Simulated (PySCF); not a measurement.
# C₃H₆SSi: electronic excitations and core binding energies

What electronic excitations and core binding energies should C₃H₆SSi (`C=C1C[SiH2]S1`) show?

Computed with PySCF 2.14.0, with density-fitted response routines of our own, on a single molecule in the gas phase. Atoms are numbered from 0 throughout.

### Step 1. The molecule as given

11 atoms, charge 0, multiplicity 1; geometry from: GFN2-xTB.

Bonds of the start (Å): C0–C1 1.32, C1–C2 1.51, C2–Si3 1.90, Si3–S4 2.17, S4–C1 1.78, C0–H5 1.08, C0–H6 1.08, C2–H7 1.09, C2–H8 1.09, Si3–H9 1.46, Si3–H10 1.46.

### Step 2. TDDFT and polarisability: wB97X-D/def2-SVPD

Job settings and geometry (Å):

```
{"job": {"kind": "uv", "xc": "wB97X-D", "basis": "def2-SVPD", "nstates": 8, "ntriplets": 3}, "charge": 0, "multiplicity": 1}
C      1.958255    -0.574522     0.115822
C      0.650228    -0.407483     0.094331
C     -0.144005     0.832009    -0.226538
Si    -1.845982     0.016819     0.031071
S     -0.555412    -1.669375     0.459196
H      2.403493    -1.520958     0.364478
H      2.624431     0.239297    -0.117894
H      0.099256     1.649161     0.453991
H      0.063100     1.186341    -1.237325
H     -2.598816     0.441916     1.202165
H     -2.649123    -0.190534    -1.165261
```

Level: TDDFT wB97X-D/def2-SVPD, vertical, gas phase, core orbitals frozen in the response.

Run with:

```bash
> OMP_NUM_THREADS=1 python probes_run.py task.json out
```

The driver reads the jobs from task.json and runs them one after another.

**Question.** This job is followed by: delta-SCF UKS SCAN, pcX-2 on the ionised atom, pcseg-1 elsewhere, spin-free X2C. Predict these results of the whole session: lowest singlet (wB97X-D/def2-SVPD); brightest single state of those computed; lowest triplet; surface potential, 1st and 99th percentile; C1s binding energies, SCAN/pcX-2 (standing for 2 of 3 atoms); Si1s binding energies, SCAN/pcX-2; Si2p binding energies, SCAN/pcX-2; S1s binding energies, SCAN/pcX-2; S2p binding energies, SCAN/pcX-2.

The runs gave:

| quantity | value |
| --- | --- |
| lowest singlet (wB97X-D/def2-SVPD) | 5.11 eV (243 nm), f = 0.002 |
| brightest single state of those computed | state 3, 5.84 eV, f = 0.202 |
| lowest triplet | 4.04 eV |
| surface potential, 1st and 99th percentile | -0.95 V and 1.56 V |
| C1s binding energies, SCAN/pcX-2 (standing for 2 of 3 atoms) | C2 290.53, C0 289.50 eV |
| Si1s binding energies, SCAN/pcX-2 | Si3 1846.96 eV |
| Si2p binding energies, SCAN/pcX-2 | Si3 107.40 eV |
| S1s binding energies, SCAN/pcX-2 | S4 2476.46 eV |
| S2p binding energies, SCAN/pcX-2 | S4 169.08 eV |

In words: The lowest singlet, at 5.11 eV, is HOMO→LUMO 0.55, HOMO→LUMO+1 0.32 and is weak; of the 8 states computed, the strongest absorption comes from state 3 at 5.84 eV. The lowest triplet lies 1.07 eV below the lowest singlet (triplets in Tamm-Dancoff, singlets in full TDDFT). C2 (allylic sp3 CH2 bonded to Si) binds its C1s electron 1.03 eV more tightly than C0 (terminal =CH2 carbon). Only 2 of the 3 C atoms are covered by sound results.
